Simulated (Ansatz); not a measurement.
# BGaH₄OS₂: how energies converge with the basis set

An exercise on one series of results from a longer session: the logs are not shown, and one member is left open.

Program: Ansatz 0.2.0, Gaussian basis. Level of theory: one geometry, several basis sets. These are calculated values, not measurements.

Plan: PBE0-D4/def2-SVP; ωB97M-V/def2-SVP; PBE0-D4/def2-QZVPP; ωB97M-V/def2-QZVPP; the functionals' def2-TZVPP values are taken from earlier runs.

## The relaxed structure

An earlier PBE0-D4 in a triple-zeta def2 set relaxation fixed the geometry.

SMILES `OBS[S][GaH2]`, 9 atoms, charge 0, spin multiplicity 1.

Atoms are counted from 1 here; the program's logs count them from 0.

Bond lengths: O1–B2 1.329 Å, O1–H6 0.979 Å, B2–S3 1.855 Å, B2–H7 1.192 Å, S3–S4 2.094 Å, S4–Ga5 2.295 Å, Ga5–H8 1.553 Å, Ga5–H9 1.556 Å. Angles: B2–O1–H6 110.8°, O1–B2–S3 120.8°, O1–B2–H7 122.7°, S3–B2–H7 116.5°, B2–S3–S4 101.1°, S3–S4–Ga5 69.3°, S4–Ga5–H8 114.7°, S4–Ga5–H9 113.3°, H8–Ga5–H9 131.5°.

Set-up of the first run:

File in.yaml:

```yaml
crystal:
  periodic: [false, false, false]
  atoms:
    - {symbol: O, position_ang: [1.083962, 1.622554, -0.336570]}
    - {symbol: B, position_ang: [1.518503, 0.371556, -0.220833]}
    - {symbol: S, position_ang: [0.494575, -1.049036, -0.831456]}
    - {symbol: S, position_ang: [-1.238622, -0.054898, -1.458055]}
    - {symbol: Ga, position_ang: [-1.453078, -0.773090, 0.710938]}
    - {symbol: H, position_ang: [0.193410, 1.645075, -0.742897]}
    - {symbol: H, position_ang: [2.578512, 0.098294, 0.250065]}
    - {symbol: H, position_ang: [-2.117292, -2.168051, 0.869617]}
    - {symbol: H, position_ang: [-1.059970, 0.307596, 1.759181]}
basis:
  gaussian: {orbitals: def2-SVP}
hamiltonian: {xc: pbe0, dispersion: d4}
output: {orbitals: {seedname: orbitals}}
```

Command:

```console
> ansatz run in.yaml --threads 4 --pin off --events-out ev --progress --plain --max-ram 10444MiB
```

Steps of the session up to this table: PBE0-D4 in def2-SVP; ωB97M-V in def2-SVP; PBE0-D4 in def2-QZVPP; ωB97M-V in def2-QZVPP.

One of the session's tables, all rows but one given; the rest of the session is left out.

It belongs to the step «Density functionals: the series». 

| functional | basis | HOMO (eV) |
| --- | --- | --- |
| PBE0-D4 | def2-SVP | -7.47 |
| PBE0-D4 | def2-TZVPP | -7.49 |
| PBE0-D4 | def2-QZVPP | -7.50 |
| ωB97M-V | def2-SVP | ? |
| ωB97M-V | def2-TZVPP | -9.60 |
| ωB97M-V | def2-QZVPP | -9.61 |

Q: Estimate the row for ωB97M-V, def2-SVP from the others.

As computed: HOMO (eV): -9.54. In the column «HOMO (eV)» it lies between ωB97M-V, def2-TZVPP (-9.60) and PBE0-D4, def2-QZVPP (-7.50).
